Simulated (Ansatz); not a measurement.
**CH6FNSi2: a ladder of functionals and wavefunction methods**

The task here is to estimate one member of a computed series from the others.

The runs use Ansatz 0.2.0, Gaussian basis; functionals in def2-TZVPP, the program's frozen cores in correlated methods.

Levels to be run: PBE-D4, r2SCAN-D4, PBE0-D4, B3LYP-D4, ωB97X-V, ωB97M-V, B2PLYP; CCSD(T)/def2-TZVPP; MP2/def2-QZVPP; extrapolation to the limit.

## The geometry

An earlier PBE0-D4 in a triple-zeta def2 set relaxation fixed the geometry.

11 atoms, charge 0, spin multiplicity 1.

Atoms are counted from 1 here; the program's logs count them from 0.

Bond lengths: N1–Si2 1.704 Å, N1–H6 1.009 Å, N1–H7 1.008 Å, Si2–C3 1.833 Å, Si2–H8 1.480 Å, Si2–H11 1.584 Å, C3–Si4 1.937 Å, C3–H9 1.091 Å, C3–H10 1.090 Å, Si4–F5 1.643 Å. Angles: Si2–N1–H6 117.6°, Si2–N1–H7 119.6°, H6–N1–H7 110.9°, N1–Si2–C3 115.0°, N1–Si2–H8 110.9°, N1–Si2–H11 112.1°, C3–Si2–H8 119.7°, C3–Si2–H11 94.4°, H8–Si2–H11 102.7°, Si2–C3–Si4 88.9°, Si2–C3–H9 114.0°, Si2–C3–H10 115.3°, Si4–C3–H9 112.2°, Si4–C3–H10 114.2°, H9–C3–H10 110.7°, C3–Si4–F5 96.3°.

Set-up of the first run:

The input, in.yaml:

```yaml
crystal:
  periodic: [false, false, false]
  atoms:
    - {symbol: N, position_ang: [-1.651840, 0.180020, 0.515737]}
    - {symbol: Si, position_ang: [-0.190419, -0.688011, 0.390677]}
    - {symbol: C, position_ang: [1.323909, 0.344601, 0.368599]}
    - {symbol: Si, position_ang: [1.424080, 0.093412, -1.549777]}
    - {symbol: F, position_ang: [0.244138, 1.170672, -1.934425]}
    - {symbol: H, position_ang: [-1.719657, 1.056341, 0.019653]}
    - {symbol: H, position_ang: [-2.528566, -0.316274, 0.489581]}
    - {symbol: H, position_ang: [-0.230412, -1.912164, 1.221448]}
    - {symbol: H, position_ang: [2.172466, -0.101754, 0.888364]}
    - {symbol: H, position_ang: [1.185439, 1.381116, 0.677693]}
    - {symbol: H, position_ang: [0.036262, -1.265059, -1.066949]}
basis:
  gaussian: {orbitals: def2-TZVPP}
hamiltonian: {xc: pbe, dispersion: d4}
output: {forces: true, orbitals: {seedname: orbitals}}
```

On the command line:

```console
$ ansatz run in.yaml --threads 4 --pin off --events-out ev --progress --plain --max-ram 10444MiB
```

Among the steps run: PBE-D4 (GGA); r2SCAN-D4 (meta-GGA); PBE0-D4 (hybrid); B3LYP-D4 (hybrid); ωB97X-V (range-separated); ωB97M-V (range-separated); B2PLYP (double hybrid); CCSD(T) in def2-TZVPP; MP2 in def2-QZVPP.

One of the session's tables, all rows but one given; the rest of the session is left out.

| method | atomisation energy (kJ/mol) |
| --- | --- |
| PBE-D4 | 3959.2 |
| r2SCAN-D4 | 3901.8 |
| PBE0-D4 | 3889.0 |
| B3LYP-D4 | ? |
| ωB97X-V | 3925.6 |
| ωB97M-V | 3931.4 |
| B2PLYP | 3853.5 |
| HF/def2-TZVPP | 2790.4 |
| MP2/def2-TZVPP | 3839.8 |
| CCSD/def2-TZVPP | 3729.6 |
| CCSD(T)/def2-TZVPP | 3787.7 |
| MP2/CBS | 3961.3 |
| CCSD(T)/CBS | 3909.1 |

**Question.** Estimate the row for B3LYP-D4.

**Answer.** atomisation energy (kJ/mol): 3904.8. In the column «atomisation energy (kJ/mol)» it lies between r2SCAN-D4 (3901.8) and CCSD(T)/CBS (3909.1).
